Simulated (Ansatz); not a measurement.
# NbTe (P-6m2) in Ansatz: settings compared

Aim: see how the results for NbTe move with the level of theory and the settings. Levels: PBEsol, RPBE. Tasks: relaxation of cell and atoms.

All numbers are computed with Ansatz 0.2.0; they aren't measurements. Logs are shortened: lines on timing, memory, paths and dates and some standing lists are left out, and cuts for length are marked.

## Step 1: Starting point

It takes space group P-6m2 (No. 187, hexagonal). The conventional cell has a = 3.703 Å, b = 3.703 Å, c = 3.694 Å, α = 90.00°, β = 90.00°, γ = 120.00°. Te (site symmetry -6m2) has 6 Nb at 2.83 Å as nearest neighbours. Nb (site symmetry -6m2) has 6 Te at 2.83 Å as nearest neighbours.

The cell comes from a database or a generator and needn't be the stable form of this composition.

## Step 2: Relaxation of cell and atoms, PBEsol

Input file input.yaml:

```yaml
crystal:
  lattice:
    - [3.7029743866, 0.0, 0.0]
    - [-1.8514871933, 3.2068698884, 0.0]
    - [0.0, 0.0, 3.694211]
  atoms:
    - { symbol: Te, position: [0.6666666667, 0.3333333333, 0.0] }
    - { symbol: Nb, position: [0.0, 0.0, 0.5] }
hamiltonian:
  xc: pbesol
  pseudopotentials: { kind: paw }
kpoints:
  mp_grid: { grid: [8, 8, 7] }
scf:
  occupations: { method: fermi_dirac, width: 0.05 }
output:
  forces: true
  stress: true
  eigenvalues: true
relax:
  f_tol: 0.01
  max_steps: 40
  cell: { stress_tol: 0.05 }
```

Potentials or basis: Ansatz PAW.

The run is started by

```bash
ansatz run input.yaml --threads 2 --pin off --max-ram 5632MiB --backend cpu --events-out ev --progress --plain --runs-dir out
```

The program printed:

```text
Warning: RAYON_NUM_THREADS=2 ignored (pool sized by the plan → 2); use --threads N
Engine: ansatz 0.2.0, x86_64-unknown-linux-gnu
Pseudopotentials: kind: paw
Pseudopotential: Te, paw, valence charge 16, recommended cutoff 420 eV (normal), Te.paw.azcp
Pseudopotential: Nb, paw, valence charge 13, recommended cutoff 420 eV (normal), Nb.paw.azcp
Functional definition: PBEsol
  exchange = pbesol_x
  correlation = pbesol_c
Crystal: 2 atoms, lattice volume = 43.869 Å³
Basis set: ecut = 420 eV, 865 PW (Γ), exchange–correlation on 50×50×50 points (8 copies of the dense FFT grid, shifted against one another)
Bands: 19, of which v1, the nominal top of the filled ones, is band 15 counted from 1 (14 counted from 0)
Symmetry: 12 space group operations
Space group: P-6m2 (ITA 187), of the structure as read, at distance tolerance 3.5e-5 Å
k-points: 40 of 448 (time reversal used)
Non-local potential: Te, projectors of the file, l = 0: 2, l = 1: 2, l = 2: 2, l = 3: 2
Non-local potential: Nb, projectors of the file, l = 0: 3, l = 1: 2, l = 2: 2, l = 3: 1
PAW form: soft (Blöchl's): semilocal exchange-correlation on the pseudo side does not see the compensation charge
PAW frozen core: Te, regenerated for the run's functional, and the local potential with it (the file was generated under x = pbe(κ = 0.804, μ = 0.2195149727645171), c = pbe(β = 0.06672455060314922))
PAW frozen core: Nb, regenerated for the run's functional, and the local potential with it (the file was generated under x = pbe(κ = 0.804, μ = 0.2195149727645171), c = pbe(β = 0.06672455060314922))
PAW one-centre angular grid: Te, 590 points (default); XC on 64 Gauss nodes
PAW one-centre angular grid: Nb, 590 points (default); XC on 64 Gauss nodes
Initial density: superposition of atomic densities (neutral atoms: chi_scale 0, normalization atom), corrected by the library's trained network
Initial wavefunctions: pseudopotential atomic-orbital guess
Functional: x = pbesol(κ = 0.804, μ = 0.12345679012345678), c = pbesol(β = 0.046)
SCF iter   1: F=—  HF=-11397.362520 eV  |F-HF|=—  |Δ(HF+E_count)|=         —  Δρ=7.33e-3  dr2=1.12e-2  ethr=1.77e-3  ⟨swp⟩=6.0  Hψ=3929  notcnv=0
preconditioner: auto → none  [metal: Δε(μ)=0.062 eV  Ē_g=7.578 eV  σ=0.050 eV  W_gap=0.28  n_scr=8 (ndim 8)  ℏωp=18.6 eV  f_vac=0.000  D(μ)=1.34/eV (n_scr^D=8)  sad-step TF]
SCF iter   2: F=—  HF=-11397.361242 eV  |F-HF|=—  |Δ(HF+E_count)|=   1.28e-3  Δρ=4.33e-3  dr2=4.57e-3  ethr=3.86e-5  ⟨swp⟩=1.3  Hψ=1102  notcnv=0
SCF iter   3: F=—  HF=-11397.360759 eV  |F-HF|=—  |Δ(HF+E_count)|=   4.84e-4  Δρ=2.92e-4  dr2=1.98e-5  ethr=1.57e-5  ⟨swp⟩=2.2  Hψ=1027  notcnv=0
SCF iter   4: F=—  HF=-11397.360738 eV  |F-HF|=—  |Δ(HF+E_count)|=   2.07e-5  Δρ=7.40e-5  dr2=2.90e-6  ethr=6.81e-8  ⟨swp⟩=2.0  Hψ=1348  notcnv=0
iter 5 did not close the SCF: its close was put off for the readings that it lacked (scf_convergence_deferred on its scf_iter line)
SCF iter   5: F=-11397.360737 eV  HF=-11397.360737 eV  |F-HF|=7.65e-9  |Δ(HF+E_count)|=   4.84e-7  Δρ=1.29e-5  dr2=3.45e-8  ethr=1.00e-8  ⟨swp⟩=2.8  Hψ=1324  notcnv=0
SCF iter   6: F=-11397.360737 eV  HF=-11397.360737 eV  |F-HF|=2.49e-10  |Δ(HF+E_count)|=   4.05e-9  Δρ=2.75e-6  dr2=1.17e-9  ethr=1.19e-10  ⟨swp⟩=3.5  Hψ=3167  notcnv=0
SCF 1 converged in 6 iterations: F = -11397.360737 eV  dr2 = 1.17e-9
relax step   1: F+E_penalty+E_count = -11397.36073737 eV  Δ(F+E_penalty+E_count) = +0.000e0 eV  max|allowed force component| = 3.701e-17 eV/Å  Δτ_max = 0.0000 Å  P = -5.245 GPa  Ω = 43.869 Å³  (6 SCF iters, dr2 threshold 1.00e-7 eV, accepted)
Crystal: 2 atoms, lattice volume = 38.538 Å³
Basis set: ecut = 420 eV, 761 PW (Γ), exchange–correlation on 50×50×50 points (8 copies of the dense FFT grid, shifted against one another)
Initial density: handed on by an earlier stage of this run
Initial wavefunctions: those handed on with the density
iter 1 solved again at ethr=1.20e-4 eV; its pass at ethr=3.10e-3 eV (dr2=3.49e-2 eV) is discarded
SCF iter   1: F=—  HF=-11397.270920 eV  |F-HF|=—  |Δ(HF+E_count)|=         —  Δρ=7.08e-3  dr2=3.57e-2  ethr=1.20e-4  ⟨swp⟩=1.1  Hψ=4445  notcnv=0
preconditioner: auto → none  [metal: Δε(μ)=0.063 eV  Ē_g=8.364 eV  σ=0.050 eV  W_gap=0.29  n_scr=8 (ndim 8)  ℏωp=19.8 eV  f_vac=0.000  D(μ)=1.00/eV (n_scr^D=8)]
SCF iter   2: F=—  HF=-11397.262406 eV  |F-HF|=—  |Δ(HF+E_count)|=   8.51e-3  Δρ=2.33e-3  dr2=2.88e-3  ethr=1.20e-4  ⟨swp⟩=2.0  Hψ=1085  notcnv=0
SCF iter   3: F=—  HF=-11397.261873 eV  |F-HF|=—  |Δ(HF+E_count)|=   5.34e-4  Δρ=3.81e-4  dr2=3.70e-5  ethr=9.94e-6  ⟨swp⟩=2.0  Hψ=934  notcnv=0
[... 38 lines left out ...]
preconditioner: auto → none  [metal: Δε(μ)=0.090 eV  Ē_g=7.859 eV  σ=0.050 eV  W_gap=0.41  n_scr=8 (ndim 8)  ℏωp=19.0 eV  f_vac=0.000  D(μ)=1.16/eV (n_scr^D=8)]
SCF iter   2: F=—  HF=-11397.394202 eV  |F-HF|=—  |Δ(HF+E_count)|=   1.71e-5  Δρ=4.26e-5  dr2=6.90e-7  ethr=4.11e-8  ⟨swp⟩=2.0  Hψ=965  notcnv=0
iter 3 did not close the SCF: its close was put off for the readings that it lacked (scf_convergence_deferred on its scf_iter line)
SCF iter   3: F=-11397.394202 eV  HF=-11397.394202 eV  |F-HF|=8.09e-9  |Δ(HF+E_count)|=   1.18e-7  Δρ=1.38e-5  dr2=4.72e-8  ethr=2.38e-9  ⟨swp⟩=2.2  Hψ=937  notcnv=0
iter 4 did not close the SCF: its close was put off for the readings that it lacked (scf_convergence_deferred on its scf_iter line)
SCF iter   4: F=-11397.394202 eV  HF=-11397.394202 eV  |F-HF|=1.16e-10  |Δ(HF+E_count)|=   1.78e-9  Δρ=1.84e-6  dr2=5.17e-10  ethr=1.63e-10  ⟨swp⟩=2.4  Hψ=1144  notcnv=0
iter 5 did not close the SCF: its close was put off for the readings that it lacked (scf_convergence_deferred on its scf_iter line)
SCF iter   5: F=-11397.394202 eV  HF=-11397.394202 eV  |F-HF|=5.46e-12  |Δ(HF+E_count)|=  1.76e-10  Δρ=2.31e-7  dr2=1.10e-11  ethr=1.78e-12  ⟨swp⟩=2.4  Hψ=1153  notcnv=0
SCF iter   6: F=-11397.394202 eV  HF=-11397.394202 eV  |F-HF|=0.00e0  |Δ(HF+E_count)|=  1.82e-12  Δρ=2.71e-8  dr2=1.20e-13  ethr=1.00e-12  ⟨swp⟩=1.0  Hψ=1680  notcnv=0
SCF 5 converged in 6 iterations: F = -11397.394202 eV  dr2 = 1.20e-13
relax step   5: F+E_penalty+E_count = -11397.39420163 eV  Δ(F+E_penalty+E_count) = -3.522e-5 eV  max|allowed force component| = 3.701e-17 eV/Å  Δτ_max = 0.0000 Å  P = +0.010 GPa  Ω = 41.922 Å³  energy of the carried Pulay correction = +3.556e-4 eV  (6 SCF iters, dr2 threshold 1.79e-7 eV, accepted)
Initial wavefunctions: pseudopotential atomic-orbital guess (no wavefunctions were taken with the density)
iter 1 solved again at ethr=3.32e-8 eV; its pass at ethr=3.10e-3 eV (dr2=9.63e-6 eV) is discarded
SCF iter   1: F=—  HF=-11397.393845 eV  |F-HF|=—  |Δ(HF+E_count)|=         —  Δρ=4.96e-5  dr2=1.41e-7  ethr=3.32e-8  ⟨swp⟩=3.4  Hψ=6043  notcnv=0
preconditioner: auto → none  [metal: Δε(μ)=0.091 eV  Ē_g=7.859 eV  σ=0.050 eV  W_gap=0.42  n_scr=8 (ndim 8)  ℏωp=19.0 eV  f_vac=0.000  D(μ)=1.16/eV (n_scr^D=8)]
SCF iter   2: F=—  HF=-11397.393832 eV  |F-HF|=—  |Δ(HF+E_count)|=   1.28e-5  Δρ=2.34e-5  dr2=3.02e-8  ethr=4.87e-10  ⟨swp⟩=2.0  Hψ=1266  notcnv=0
SCF iter   3: F=—  HF=-11397.393832 eV  |F-HF|=—  |Δ(HF+E_count)|=   2.61e-8  Δρ=3.76e-6  dr2=9.15e-10  ethr=1.04e-10  ⟨swp⟩=2.1  Hψ=1247  notcnv=0
SCF iter   4: F=—  HF=-11397.393832 eV  |F-HF|=—  |Δ(HF+E_count)|=   1.20e-9  Δρ=5.75e-7  dr2=4.89e-11  ethr=3.16e-12  ⟨swp⟩=2.8  Hψ=1381  notcnv=0
iter 5 did not close the SCF: its close was put off for the readings that it lacked (scf_convergence_deferred on its scf_iter line)
SCF iter   5: F=-11397.393832 eV  HF=-11397.393832 eV  |F-HF|=1.82e-12  |Δ(HF+E_count)|=  2.18e-11  Δρ=5.77e-8  dr2=1.73e-12  ethr=1.00e-12  ⟨swp⟩=1.0  Hψ=760  notcnv=0
SCF iter   6: F=-11397.393832 eV  HF=-11397.393832 eV  |F-HF|=3.64e-12  |Δ(HF+E_count)|=    0.00e0  Δρ=9.78e-9  dr2=2.44e-14  ethr=1.00e-12  ⟨swp⟩=4.0  Hψ=3070  notcnv=0
SCF 6 converged in 6 iterations: F = -11397.393832 eV  dr2 = 2.44e-14
relax step   6: F+E_penalty+E_count = -11397.39383245 eV  Δ(F+E_penalty+E_count) = +3.692e-4 eV  max|allowed force component| = 2.776e-17 eV/Å  Δτ_max = 0.0000 Å  P = +0.012 GPa  Ω = 41.922 Å³  stress off target by 2.28e-2 GPa  SCF on the basis re-selected at this cell (its energy is not comparable with the rows above)  (6 SCF iters)
basis re-selected at this cell: Δ(F+E_penalty+E_count) = +3.692e-4 eV, ΔP = +0.002 GPa vs the last step (what re-selecting the basis moved, of the pressure what is left beyond the Pulay correction that the steps carried, after the strain that the cell walked since its last selection, with what the two solves' SCF thresholds leave and, on support functions, any second-order correction that the steps lacked; it is no measure of the basis error at this ecutwfc). This SCF's stress stands 2.28e-2 GPa from its target on what of the cell is left free (relax.cell.stress_tol is 5.00e-2 GPa) and its largest allowed force component is 2.78e-17 eV/Å (relax.f_tol is 1.00e-2 eV/Å): within both
SCF converged after 6 iterations
Free energy (F): -11397.393832 eV
Harris-Foulkes:  -11397.393832 eV  (|F-HF|=3.64e-12)
Internal energy: -11397.384013 eV  (E = F + TS)
E sigma→0 (E₀):  -11397.388923 eV
Entropy (-TS):   -0.009820 eV (-4.910 meV/atom)
Fermi energy:    16.643519 eV
--- Per-component energies (eV) ---
  E_band       = -257.993623
  E_kinetic    = 578.273601
  E_local      = -1662.525721  (includes V_loc(G=0)·N_el)
  E_nonlocal   = -184.023118
  E_hartree    = 909.894744
  E_xc         = -298.808285
  E_vxc        = -318.140472  (∫ρ·V_xc dr)
  E_paw        = -7604.371252  (= ΣΔE_a)
  E_vpaw       = -491.367226  (= ΣTr[D̂ρ^β])
  E_aug_tail   = -0.000171  (compensation charges beyond the density's cutoff)
  E_ewald      = -3136.387335
  E_core_change = 0.563524  (= ΣΔE_core)
  E_smearing   = -0.009820  (= −TS)
  E_closure    = -0.000000  (closes the sum)
  Σ components = -11397.393832   (vs F -11397.393832, Δ=0.00e0)
--- Forces (eV/Å), atoms counted from 1 ---
  atom   1  Te    -0.00000000     0.00000000     0.00000000
  atom   2  Nb     0.00000000     0.00000000     0.00000000
  max |Σ_I F_I| component: 9.25e-17 eV/Å
--- Stress (GPa, compression-positive) ---
        0.022757       0.000000       0.000000
        0.000000       0.022757       0.000000
        0.000000       0.000000      -0.008392
  P = ⅓ Tr σ = 0.0124 GPa (0.124 kbar)
--- Band table (eV; the first three rows and the last of 40) ---
  k-point 0: bands = ["-38.7902", "-21.4346", "-21.4346", "-21.4233", "-21.4233", "-21.4224", "-15.0444", "-14.8166", "-14.8166", "2.0658", "13.4067", "13.4582", "13.4582", "14.1531", "16.7728", "16.7728", "19.2517", "19.2517", "19.7940"]
  k-point 1: bands = ["-38.7891", "-21.4343", "-21.4343", "-21.4246", "-21.4246", "-21.4198", "-15.0692", "-14.8141", "-14.8141", "2.2782", "12.0846", "13.5788", "13.5788", "14.9575", "16.3267", "16.3267", "19.4980", "19.4980", "20.2886"]
  k-point 2: bands = ["-38.7866", "-21.4333", "-21.4333", "-21.4277", "-21.4277", "-21.4139", "-15.1245", "-14.8086", "-14.8086", "2.8295", "10.2891", "13.8475", "13.8475", "15.7481", "15.7481", "16.0097", "19.2035", "19.2035", "21.0972"]
  k-point 39: bands = ["-38.7727", "-21.4394", "-21.4310", "-21.4266", "-21.4207", "-21.4003", "-15.1071", "-14.9385", "-14.8798", "4.3476", "10.1720", "10.7980", "11.9363", "15.3149", "17.8091", "18.4625", "19.0263", "19.2583", "20.2253"]
--- Relaxed structure (5 steps of the walk, 4 accepted, 1 SCFs on fresh bases) ---
  F+E_penalty+E_count = -11397.39383245 eV   max|allowed force component| = 2.776e-17 eV/Å   (the final SCF, on the basis selected at the relaxed cell)
  cell:  # Å, volume = 41.9221 Å³
    - [3.6298762571184238, -2.156926447447008e-32, 0.0]
    - [-1.8149381285592119, 3.1435650512585296, 0.0]
    - [0.0, 0.0, 3.6739123303355816]
  atoms:
    - { symbol: Te, position: [0.6666666666666666, 0.3333333333333333, 0.0] }
    - { symbol: Nb, position: [-2.7755575615628914e-17, -4.9646606902555466e-33, 0.5] }
```

It took 7.8 s on 2 threads of Intel Xeon Platinum 8488C (Sapphire Rapids), shared host; peak memory 0.42 GiB.

What came out:

```yaml
Free_energy: -11397.3938 eV
Relaxed_volume: 20.96 Å³/atom
Relaxed_cell: a = 3.630 Å, b = 3.630 Å, c = 3.674 Å, α = 90.00°, β = 90.00°, γ = 120.00°
Space_group_after_relaxing_to_0.05_Å: P-6m2 (No. 187)
Energy_gained_by_relaxing: 16.5 meV/atom
Ionic_steps: 5
Pressure_after_relaxing: 0.0 GPa
Band_gap_on_the_k_mesh: none (metal or under the smearing width)
```

Step by step:
```
step  energy change (eV)  largest force (eV/Å)  volume (Å³)
   1              0.0000                0.0000        43.87
   2             -0.0326                0.0000        42.19
   3             -0.0334                0.0000        41.90
   4             -0.0335                0.0000        41.92
   5             -0.0331                0.0000        41.92
```

Final structure:
```yaml
crystal:
  lattice:
    - [3.62988, 0.00000, 0.00000]
    - [-1.81494, 3.14357, 0.00000]
    - [0.00000, 0.00000, 3.67391]
  atoms:
    - { symbol: Te, position: [0.66667, 0.33333, 0.00000] }
    - { symbol: Nb, position: [0.00000, 0.00000, 0.50000] }
```

Caveat: the plane-wave basis is chosen anew once the cell has moved, so the energies of steps on either side of that aren't comparable; the PAW data sets come from PBE, with cores solved anew for the run's functional, which leaves a small shift of forces and pressure. Spin-orbit coupling is left out, which matters for the levels of Te.

## Step 3: Relaxation of cell and atoms, RPBE

input.yaml, as its differences from that of step 2:

```diff
@@ -9,3 +9,3 @@
 hamiltonian:
-  xc: pbesol
+  xc: rpbe
   pseudopotentials: { kind: paw }
```

Potentials or basis: Ansatz PAW.

The run is started by

```bash
ansatz run input.yaml --threads 2 --pin off --max-ram 5632MiB --backend cpu --events-out ev --progress --plain --runs-dir out
```

The program printed:

```text
Warning: RAYON_NUM_THREADS=2 ignored (pool sized by the plan → 2); use --threads N
[... 4 set-up lines as earlier in the session ...]
Functional definition: RPBE
  parameter kappa = 0.804
  parameter beta = 0.06672455060314922
  exchange = rpbe_x(kappa = kappa, mu = beta*pi^2/3)
  correlation = pbe_c(beta = beta)
Crystal: 2 atoms, lattice volume = 43.869 Å³
Basis set: ecut = 420 eV, 865 PW (Γ), exchange–correlation on 50×50×50 points (8 copies of the dense FFT grid, shifted against one another)
Bands: 19, of which v1, the nominal top of the filled ones, is band 15 counted from 1 (14 counted from 0)
[... 2 set-up lines as earlier in the session ...]
k-points: 40 of 448 (time reversal used)
[... 9 set-up lines as earlier in the session ...]
Functional: x = rpbe, c = pbe(β = 0.06672455060314922)
SCF iter   1: F=—  HF=-11548.208219 eV  |F-HF|=—  |Δ(HF+E_count)|=         —  Δρ=8.15e-3  dr2=1.94e-2  ethr=1.77e-3  ⟨swp⟩=6.0  Hψ=3918  notcnv=0
preconditioner: auto → none  [metal: Δε(μ)=0.065 eV  Ē_g=7.567 eV  σ=0.050 eV  W_gap=0.30  n_scr=8 (ndim 8)  ℏωp=18.6 eV  f_vac=0.000  D(μ)=1.33/eV (n_scr^D=8)  sad-step TF]
SCF iter   2: F=—  HF=-11548.208498 eV  |F-HF|=—  |Δ(HF+E_count)|=   2.79e-4  Δρ=5.02e-3  dr2=9.04e-3  ethr=6.68e-5  ⟨swp⟩=1.4  Hψ=1110  notcnv=0
SCF iter   3: F=—  HF=-11548.208220 eV  |F-HF|=—  |Δ(HF+E_count)|=   2.78e-4  Δρ=5.77e-4  dr2=8.85e-5  ethr=3.12e-5  ⟨swp⟩=2.0  Hψ=1100  notcnv=0
[... 76 lines left out ...]
basis re-selected at this cell: Δ(F+E_penalty+E_count) = -1.001e-4 eV, ΔP = -0.001 GPa vs the last step (what re-selecting the basis moved, of the pressure what is left beyond the Pulay correction that the steps carried, after the strain that the cell walked since its last selection, with what the two solves' SCF thresholds leave and, on support functions, any second-order correction that the steps lacked; it is no measure of the basis error at this ecutwfc). This SCF's stress stands 2.38e-3 GPa from its target on what of the cell is left free (relax.cell.stress_tol is 5.00e-2 GPa) and its largest allowed force component is 2.31e-17 eV/Å (relax.f_tol is 1.00e-2 eV/Å): within both
SCF converged after 8 iterations
Free energy (F): -11548.211036 eV
Harris-Foulkes:  -11548.211036 eV  (|F-HF|=3.64e-12)
Internal energy: -11548.199688 eV  (E = F + TS)
E sigma→0 (E₀):  -11548.205362 eV
Entropy (-TS):   -0.011349 eV (-5.674 meV/atom)
Fermi energy:    15.762005 eV
--- Per-component energies (eV) ---
  E_band       = -283.234346
  E_kinetic    = 574.651107
  E_local      = -1744.362339  (includes V_loc(G=0)·N_el)
  E_nonlocal   = -190.212944
  E_hartree    = 940.725573
  E_xc         = -299.746225
  E_vxc        = -316.675974  (∫ρ·V_xc dr)
  E_paw        = -7752.877061  (= ΣΔE_a)
  E_vpaw       = -488.085183  (= ΣTr[D̂ρ^β])
  E_aug_tail   = -0.000158  (compensation charges beyond the density's cutoff)
  E_ewald      = -3076.252728
  E_core_change = -0.124913  (= ΣΔE_core)
  E_smearing   = -0.011349  (= −TS)
  E_closure    = 0.000000  (closes the sum)
  Σ components = -11548.211036   (vs F -11548.211036, Δ=0.00e0)
--- Forces (eV/Å), atoms counted from 1 ---
  atom   1  Te    -0.00000000    -0.00000000     0.00000000
  atom   2  Nb     0.00000000    -0.00000000     0.00000000
  max |Σ_I F_I| component: 1.39e-16 eV/Å
--- Stress (GPa, compression-positive) ---
       -0.002378       0.000000      -0.000000
       -0.000000      -0.002378      -0.000000
       -0.000000      -0.000000       0.000496
  P = ⅓ Tr σ = -0.0014 GPa (-0.014 kbar)
--- Band table (eV; the first three rows and the last of 40) ---
  k-point 0: bands = ["-39.8607", "-22.3706", "-22.3706", "-22.3594", "-22.3594", "-22.3589", "-16.0574", "-15.8628", "-15.8628", "1.5932", "12.6741", "12.6741", "12.8146", "13.3508", "15.8815", "15.8815", "18.1528", "18.1528", "18.5952"]
  k-point 1: bands = ["-39.8598", "-22.3703", "-22.3703", "-22.3604", "-22.3604", "-22.3568", "-16.0769", "-15.8608", "-15.8608", "1.7870", "11.4288", "12.7863", "12.7863", "14.2167", "15.4614", "15.4614", "18.3839", "18.3839", "19.1455"]
  k-point 2: bands = ["-39.8579", "-22.3695", "-22.3695", "-22.3629", "-22.3629", "-22.3520", "-16.1205", "-15.8564", "-15.8564", "2.2884", "9.6733", "13.0327", "13.0327", "14.9264", "14.9264", "15.2357", "18.1294", "18.1294", "20.0108"]
  k-point 39: bands = ["-39.8480", "-22.3711", "-22.3673", "-22.3626", "-22.3602", "-22.3416", "-16.1114", "-15.9540", "-15.9107", "3.6846", "9.6507", "10.1219", "11.2134", "14.5784", "16.8661", "17.3574", "17.9372", "18.2164", "19.0870"]
--- Relaxed structure (5 steps of the walk, 4 accepted, 1 SCFs on fresh bases) ---
  F+E_penalty+E_count = -11548.21103624 eV   max|allowed force component| = 2.313e-17 eV/Å   (the final SCF, on the basis selected at the relaxed cell)
  cell:  # Å, volume = 44.3745 Å³
    - [3.709608442018605, 0.0, 0.0]
    - [-1.8548042210093025, 3.2126151488813246, 0.0]
    - [0.0, 0.0, 3.7234634046911097]
  atoms:
    - { symbol: Te, position: [0.6666666666666666, 0.33333333333333326, 0.0] }
    - { symbol: Nb, position: [-2.7755575615628914e-17, -5.1248110351025e-33, 0.5] }
```

It took 7.7 s on 2 threads of Intel Xeon Platinum 8488C (Sapphire Rapids), shared host; peak memory 0.43 GiB.

What came out:

| Quantity | Value |
| --- | --- |
| Free energy | -11548.2110 eV |
| Relaxed volume | 22.19 Å³/atom |
| Relaxed cell | a = 3.710 Å, b = 3.710 Å, c = 3.723 Å, α = 90.00°, β = 90.00°, γ = 120.00° |
| Space group after relaxing (to 0.05 Å) | P-6m2 (No. 187) |
| Energy gained by relaxing | 1.4 meV/atom |
| Ionic steps | 5 |
| Pressure after relaxing | 0.0 GPa |
| Band gap on the k mesh | none (metal or under the smearing width) |

The path:
```csv
step,energy change (eV),largest force (eV/Å),volume (Å³)
1,0.0000,0.0000,43.87
2,-0.0028,0.0000,44.38
3,-0.0028,0.0000,44.39
4,-0.0028,0.0000,44.37
5,-0.0029,0.0000,44.37
```

Final structure:
```cif
data_structure
_symmetry_space_group_name_H-M 'P 1'
_symmetry_Int_Tables_number 1
_cell_length_a 3.7096
_cell_length_b 3.7096
_cell_length_c 3.7235
_cell_angle_alpha 90.000
_cell_angle_beta 90.000
_cell_angle_gamma 120.000
_cell_volume 44.37
loop_
_atom_site_label
_atom_site_type_symbol
_atom_site_fract_x
_atom_site_fract_y
_atom_site_fract_z
_atom_site_occupancy
Te1 Te 0.66667 0.33333 0.00000 1
Nb1 Nb 0.00000 0.00000 0.50000 1
```

Caveat: the plane-wave basis is chosen anew once the cell has moved, so the energies of steps on either side of that aren't comparable; the PAW data sets come from PBE, with cores solved anew for the run's functional, which leaves a small shift of forces and pressure. The run has no spin-orbit coupling, so splittings on Te are missing.
